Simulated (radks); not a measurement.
# La in [Xe] 5d1 6s1 6p1: an all-electron calculation

Wanted: eigenvalues, radial structure and energy terms of neutral lanthanum.

Program: radks (a radial shooting solver on a logarithmic mesh, Libxc functionals) version 1. Level of theory: Dirac Kohn-Sham, RPBE, spin-unpolarised, spherical densities, finite nucleus; open shells fill j = l - 1/2 first. These are calculated values, not measurements, unless marked.

### Step 1. The atom as given

```
element            : lanthanum (Z = 57)
charge             : 0
electrons          : 57
configuration      : [Xe] 5d1 6s1 6p1
nuclear rms radius : 4.855 fm
```

### Step 2. The run

Input:

```text
Z 57
configuration [Xe] 5d1 6s1 6p1 7s0 6d0
relativity Dirac
functional rpbe,pbe
spin unpolarised
j_filling energy
nucleus finite rms 4.855 fm
c 137.035999084
```

Started as:

```console
$ python run_ks.py task.json out
```

The same process makes all the runs of this session.

What does the calculation give?

As calculated:

```
                        quantity                   value
                    total energy      -8497.4231 hartree
exchange-correlation share of it                  2.40 %
                            −T/E                  1.0701
          highest occupied level        6p1/2, -1.904 eV
    most extended occupied level  6p1/2, <r> = 5.70 bohr
 radius at density 0.001 e/bohr³               5.60 bohr
    maxima of the radial density                       4
```

The radial density shows 4 maxima for 6 occupied principal shells; where shells overlap, one shows as a shoulder or not at all. Relativity lifts −T/E to 1.070. This is not the tabulated ground configuration, so its levels and sizes aren't those of the ground state, and no measured value stands beside it.
